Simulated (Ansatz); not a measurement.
Crystal: GdO.

```xyz
2
Lattice="3.1133 0.0000 0.0000 -1.5566 2.6962 0.0000 0.0000 0.0000 3.0384" Properties=species:S:1:pos:R:3 pbc="T T T"
Gd    0.0000    0.0000    0.0000
O     1.5566    0.8987    1.5192
```

The cell comes from a database or a generator and needn't be the stable form of this composition.

Base run:

- Program: Ansatz 0.2.0
- Functional: LDA
- Potentials or basis: Ansatz PAW
- Cutoff: 420 eV (not typed: the program's choice for these potentials)
- k mesh: 10 × 10 × 9
- Occupations: fermi-dirac, width 0.05 eV
- Spin: collinear spin, ferromagnetic start
- Starting moments: [7.0, 0.0] μB
- Hubbard terms: Gd f U = 1 eV

Its results: band gap on the k mesh none (metal or under the smearing width); pressure 17.7 GPa; net moment 7.13 μB per cell; site moments Gd +6.81; O -0.00 μB.

Question: After a change of settings the same cell gave: band gap on the k mesh none (metal or under the smearing width); pressure 21.1 GPa; net moment 7.48 μB per cell; site moments Gd +7.01; O -0.01 μB. Which change was it?
A. hubbard terms from Gd f U = 1 eV to Gd f U = 6 eV
B. hubbard terms from Gd f U = 1 eV to Gd f U = 3 eV
C. hubbard terms from Gd f U = 1 eV to none; hubbard projectors from ortho-atomic (the default) to none

Answer: A.

Caveats: the magnetic or orbital state may not be the lowest; spin-orbit coupling is left out, which moves the levels of the heavy elements; a cell with one magnetic atom can't hold antiferromagnetic order, which such compounds often take; the PAW data sets come from PBE, with cores solved anew for the run's functional, which leaves a small shift of forces and pressure.

Runs at the PBE level aren't shown here.
